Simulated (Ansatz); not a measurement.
# Sc4H: the cost of one run

Computed with Ansatz 0.2.0 (DFT PBE, scalar-relativistic, plane waves, PAW, unless a step's input says otherwise).

## 1. The system as given

Symmetry: Im-3m, No. 229, cubic system. The conventional cell has a = 5.469 Å, b = 5.469 Å, c = 5.469 Å, α = 90.00°, β = 90.00°, γ = 90.00°. Sc (site symmetry -3m) is surrounded by 2 H at 2.37 Å. Around H (site symmetry m-3m) lie 8 Sc at 2.37 Å.

Coordinates:

```
Sc H
1.0
    -2.73460    2.73460    2.73460
     2.73460   -2.73460    2.73460
     2.73460    2.73460   -2.73460
Sc H
4 1
Direct
  0.50000 0.50000 0.50000
  0.00000 0.00000 0.50000
  0.00000 0.50000 0.00000
  0.50000 0.00000 0.00000
  0.00000 0.00000 0.00000
```

Recipe of the guess: random cell by space group and Wyckoff sites (Im-3m, No. 229). Its size is a rough estimate.

## 2. Probe: one point on a coarse mesh

input.yaml

```yaml
crystal:
  lattice:
    - [-2.7345976, 2.7345976, 2.7345976]
    - [2.7345976, -2.7345976, 2.7345976]
    - [2.7345976, 2.7345976, -2.7345976]
  atoms:
    - { symbol: Sc, position: [0.5, 0.5, 0.5] }
    - { symbol: Sc, position: [0.0, 0.0, 0.5] }
    - { symbol: Sc, position: [0.0, 0.5, 0.0] }
    - { symbol: Sc, position: [0.5, 0.0, 0.0] }
    - { symbol: H, position: [0.0, 0.0, 0.0] }
basis:
  ecutwfc: 420
kpoints:
  mp_grid: { grid: [4, 4, 4] }
hamiltonian:
  xc: pbe
scf:
  occupations: { method: gaussian, width: 0.1 }
  lower_state_search: "off"
output:
  forces: true
  stress: true
  eigenvalues: true
```

Started as:

```sh
ansatz run input.yaml --threads 1 --pin off --max-ram 2048MiB --backend cpu --events-out ev --progress --plain --runs-dir out
```

Q: Estimate wall time and peak memory on 1 thread of Intel Xeon Platinum 8375C at 2.90GHz (Ice Lake), shared host.

About 1.7 s, with a peak of 0.36 GiB.
